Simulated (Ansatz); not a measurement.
What does this script print? It uses Ansatz's Python interface.

Script `hull_sr3ag.py`:
```python
"""Stability of Sr-Ag compounds against each other, after relaxing atoms and volume at fixed cell shape."""

from collections import Counter
import warnings

import ansatz as az
import matplotlib.pyplot as plt
import numpy as np

PHASES = {
    "Sr3Ag Pm-3m": (
        [(5.490875, 0.0, 0.0), (0.0, 5.490875, 0.0), (0.0, 0.0, 5.490875)],
        [
            ("Sr", (0.0, 0.5, 0.5)),
            ("Sr", (0.5, 0.0, 0.5)),
            ("Sr", (0.5, 0.5, 0.0)),
            ("Ag", (0.0, 0.0, 0.0)),
        ],
    ),
    "SrAg5 P6/mmm": (
        [(5.675, 0.0, 0.0), (-2.8375, 4.914694, 0.0), (0.0, 0.0, 4.619)],
        [
            ("Sr", (0.0, 0.0, 0.0)),
            ("Ag", (1 / 3, 2 / 3, 0.0)),
            ("Ag", (2 / 3, 1 / 3, 0.0)),
            ("Ag", (0.5, 0.0, 0.5)),
            ("Ag", (0.5, 0.5, 0.5)),
            ("Ag", (0.0, 0.5, 0.5)),
        ],
    ),
    "Sr": (
        [(0.0, 3.04235, 3.04235), (3.04235, 0.0, 3.04235), (3.04235, 3.04235, 0.0)],
        [
            ("Sr", (0.0, 0.0, 0.0)),
        ],
    ),
    "Ag": (
        [(0.0, 2.04275, 2.04275), (2.04275, 0.0, 2.04275), (2.04275, 2.04275, 0.0)],
        [
            ("Ag", (0.0, 0.0, 0.0)),
        ],
    ),
}


def build(vectors, sites):
    crystal = az.Crystal(lattice=az.Lattice.of(vectors))
    for symbol, position in sites:
        crystal = crystal.atom(symbol, position)
    return crystal


def solve(name, crystal):
    calc = (
        crystal.calculation()
        .functional("pbesol")
        .basis(35 * az.Ry)
        .kpoints(spacing=0.27)
        .occupations("fermi_dirac", width=0.05)
    )
    calc = calc.relax(force_tolerance=0.03, max_steps=30, fix_cell=["shape"])
    return calc.run(threads=1)


def counts(outcome):
    return Counter(site.symbol for site in outcome.lattice.sites)

def formation_energy(outcome, mu):
    n = counts(outcome)
    return (outcome.report["energy_sigma0_ev"] - sum(k * mu[element] for element, k in n.items())) / sum(n.values())

warnings.simplefilter("ignore")

phases = {name: build(*cell) for name, cell in PHASES.items()}

done = {name: solve(name, crystal) for name, crystal in phases.items()}

# energy of one atom in its reference phase
references = {"Sr": "Sr", "Ag": "Ag"}
mu = {element: done[name].report["energy_sigma0_ev"] / len(done[name].lattice.sites) for element, name in references.items()}
points = sorted((counts(o)["Ag"] / len(o.lattice.sites), formation_energy(o, mu), name) for name, o in done.items())

# walk in x and drop points that lie above the chord
hull = []
for x, e, _ in points:
    while len(hull) > 1 and (hull[-1][0] - hull[-2][0]) * (e - hull[-2][1]) - (hull[-1][1] - hull[-2][1]) * (x - hull[-2][0]) <= 0:
        hull.pop()
    hull.append((x, e))
rows = [(name, x, e, e - np.interp(x, *zip(*hull))) for x, e, name in points]
print("| phase | x(Ag) | E_form (eV/atom) | above hull (eV/atom) |")
print("| --- | --- | --- | --- |")
for row in rows:
    print(f"| {row[0]} | {row[1]:.3f} | {row[2]:.4f} | {row[3]:.4f} |")
print("on the hull of these phases:", ", ".join(row[0] for row in rows if row[3] < 1e-6))
stable = [row for row in rows if row[3] < 1e-6]
plt.figure(figsize=(4.5, 3.2))
plt.plot([row[1] for row in stable], [row[2] for row in stable], "k-o")
plt.plot([row[1] for row in rows], [row[2] for row in rows], "r.")
plt.xlabel("fraction of Ag")
plt.ylabel("formation energy (eV/atom)")
plt.tight_layout()
plt.savefig("hull.png", dpi=100)
```

```console
$ python hull_sr3ag.py
| phase | x(Ag) | E_form (eV/atom) | above hull (eV/atom) |
| --- | --- | --- | --- |
| Sr | 0.000 | 0.0000 | 0.0000 |
| Sr3Ag Pm-3m | 0.250 | 0.0599 | 0.1140 |
| SrAg5 P6/mmm | 0.833 | -0.1805 | 0.0000 |
| Ag | 1.000 | 0.0000 | 0.0000 |
on the hull of these phases: Sr, SrAg5 P6/mmm, Ag
```

Caveats:
- For the metals among these phases the mesh is modest: differences between phases can be off by up to 40 meV an atom.
- Atoms and volume are relaxed with the cell's shape held, which in cells of lower than cubic symmetry can hide stresses and shift volumes.
- The cells come from databases of deposited and of computed structures, and not all need be stable phases.
- Differences under about 40 meV an atom lie within the error of mesh and functional, so such verdicts may flip; only the cells listed enter the hull.
- Timing: 54 s on 1 thread of Arm Neoverse V2, on a shared host, peak memory 0.61 GiB.
